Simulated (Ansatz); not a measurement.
# C2H4FGa: how energies converge with the basis set

An exercise on one series of results from a longer session: the logs are not shown, and one member is left open.

The runs use Ansatz 0.2.0, Gaussian basis; one geometry, several basis sets.

Plan: PBE0-D4/def2-SVP; ωB97M-V/def2-SVP; PBE0-D4/def2-QZVPP; ωB97M-V/def2-QZVPP; the functionals' def2-TZVPP values are taken from earlier runs.

## The geometry

All runs share one geometry, relaxed beforehand with PBE0-D4 in a triple-zeta def2 set.

SMILES `C=[CH][GaH][F]`, 8 atoms, charge 0, spin multiplicity 1.

Atoms are counted from 1 here; the program's logs count them from 0.

Bond lengths: C1–C2 1.332 Å, C1–H5 1.088 Å, C1–H6 1.088 Å, C2–Ga3 1.936 Å, C2–H7 1.087 Å, Ga3–F4 1.763 Å, Ga3–H8 1.557 Å. Angles: C2–C1–H5 122.2°, C2–C1–H6 122.3°, H5–C1–H6 115.5°, C1–C2–Ga3 120.9°, C1–C2–H7 118.8°, Ga3–C2–H7 120.3°, C2–Ga3–F4 115.4°, C2–Ga3–H8 129.9°, F4–Ga3–H8 114.7°.

The first run:

Input file in.yaml:

```yaml
crystal:
  periodic: [false, false, false]
  atoms:
    - {symbol: C, position_ang: [-0.837090, 1.175416, 0.060894]}
    - {symbol: C, position_ang: [0.342633, 0.569538, -0.065008]}
    - {symbol: Ga, position_ang: [0.481684, -1.360205, -0.007647]}
    - {symbol: F, position_ang: [2.110504, -2.006062, -0.199573]}
    - {symbol: H, position_ang: [-1.762069, 0.620546, 0.200088]}
    - {symbol: H, position_ang: [-0.941088, 2.257840, 0.031592]}
    - {symbol: H, position_ang: [1.232285, 1.179647, -0.202309]}
    - {symbol: H, position_ang: [-0.626870, -2.436730, 0.181962]}
basis:
  gaussian: {orbitals: def2-SVP}
hamiltonian: {xc: pbe0, dispersion: d4}
output: {orbitals: {seedname: orbitals}}
```

The run is started by

```console
ansatz run in.yaml --threads 2 --pin off --events-out ev --progress --plain --max-ram 32768MiB --backend cpu
```

Among the steps run: PBE0-D4 in def2-SVP; ωB97M-V in def2-SVP; PBE0-D4 in def2-QZVPP; ωB97M-V in def2-QZVPP.

One table of the session follows, with a row left open; its other results are not shown here.

```
functional       basis  HOMO (eV)  LUMO (eV)
   PBE0-D4    def2-SVP      -8.38      -1.57
   PBE0-D4  def2-TZVPP      -8.44      -1.66
   PBE0-D4  def2-QZVPP      -8.46      -1.69
   ωB97M-V    def2-SVP          ?          ?
   ωB97M-V  def2-TZVPP     -10.65       0.19
   ωB97M-V  def2-QZVPP     -10.68       0.07
```

Q: Estimate the row for ωB97M-V, def2-SVP from the others.

The run gave: HOMO (eV): -10.56; LUMO (eV): 0.33. In the column «HOMO (eV)» it lies between ωB97M-V, def2-TZVPP (-10.65) and PBE0-D4, def2-QZVPP (-8.46).
